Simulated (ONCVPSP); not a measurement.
**Indium: generating and testing an ONCV potential**

Task: generate the file, and judge it by its errors in other configurations, its logarithmic derivatives, its ghosts and its cutoff.

The numbers are computed with ONCVPSP 4.0.1 (PBE, scalar-relativistic, spin-unpolarised reference atom).

### 1 Starting point

The settings as typed:

| Quantity | Value |
| --- | --- |
| element | indium (In, Z = 49) |
| type | optimised norm-conserving Vanderbilt (ONCV) |
| frozen core | [Kr] 4d10 |
| valence charge | 3 |
| reference configuration | 5s1 5p2 |
| partial waves | 5s: rc 1.70 bohr, ncon 3, nbas 6, qcut 3.7 1/bohr, 2 projectors, debl 2.9 Ha; 5p: rc 2.25 bohr, ncon 4, nbas 8, qcut 4 1/bohr, 2 projectors, debl 0.5 Ha; d scattering state at 0.21 Ha: rc 2.40 bohr, ncon 3, nbas 6, qcut 3.6 1/bohr, 2 projectors, debl 3 Ha |
| local potential | polynomial inside 1.45 bohr (lpopt 5, dvloc0 0 Ha) |
| core correction | polynomial model core, fcfact 0.25 |

### 2 Generation

Input file In.dat:

```
# ATOM AND REFERENCE CONFIGURATION
# atsym  z   nc   nv     iexc    psfile
  In 49.00    9    2        4      upf
#
#   n    l    f
    1    0    2.00
    2    0    2.00
    2    1    6.00
    3    0    2.00
    3    1    6.00
    3    2   10.00
    4    0    2.00
    4    1    6.00
    4    2   10.00
    5    0    1.00
    5    1    2.00
#
# PSEUDOPOTENTIAL AND OPTIMIZATION
# lmax
    2
#
#   l,   rc,      ep,       ncon, nbas, qcut
    0    1.70    0.00    3    6    3.70
    1    2.25    0.00    4    8    4.00
    2    2.40    0.21    3    6    3.60
#
# LOCAL POTENTIAL
# lloc, lpopt,  rc(5),   dvloc0
    4    5    1.45    0.00
#
# VANDERBILT-KLEINMAN-BYLANDER PROJECTORs
# l, nproj, debl
    0    2    2.90
    1    2    0.50
    2    2    3.00
#
# MODEL CORE CHARGE
# icmod, fcfact, rcfact
    1    0.25    0.00
#
# LOG DERIVATIVE ANALYSIS
# epsh1, epsh2, depsh
   -2.00    5.00    0.02
#
# OUTPUT GRID
# rlmax, drl
    6.00    0.01
#
# TEST CONFIGURATIONS
# ncnf
    4
# nvcnf
#   n    l    f
    2
    5    0    2.00
    5    1    1.00
#
    2
    5    0    2.00
    5    1    0.00
#
    2
    5    0    1.00
    5    1    0.00
#
    2
    5    0    0.00
    5    1    3.00
#
```

The run is started by

```sh
$ oncvpsp.x < In.dat > In.out
```

What does the calculation give? Wanted: cutoffs for 1 and 0.1 mHa per electron, occupied waves; bound ghosts; GHOST(+) flags; largest test error; largest phase difference near zero energy, channels read; rms error of d²Exc/dn², without and with the model core.

The runs gave:

| quantity | value |
| --- | --- |
| cutoffs for 1 and 0.1 mHa per electron, occupied waves | 6.6 Ha and 34 Ha |
| bound ghosts | s at -70.11 eV |
| GHOST(+) flags | p at 35 eV, d at 102 eV (1 near or above the test basis's cutoff) |
| largest test error (AE − PS) | -85 meV, for 5s1 5p0 |
| largest phase difference near zero energy, channels read | 0.082 rad |
| rms error of d²Exc/dn², without and with the model core | 11.47 and 0.94 mHa |

A bound ghost (s) makes it unfit for use: electrons can fall into a state that the atom doesn't have. The worst unpolarised test, 5s1 5p0, is off by 85 meV on 18.8 eV; by total energies transferability rates as fair. The potential is soft on the atom at that tolerance: the looser tolerance needs 6.6 Ha. The tighter tolerance needs 34 Ha, and converged work needs a cutoff nearer that. At the looser tolerance the 5s wave is the slowest; 5p needs 5 Ha. That counts occupied waves only; other projectors can need more. Of the channels read, d scatters worst near zero energy, by up to 0.08 rad. The program also flags highly localised states, GHOST(+) (p, d).
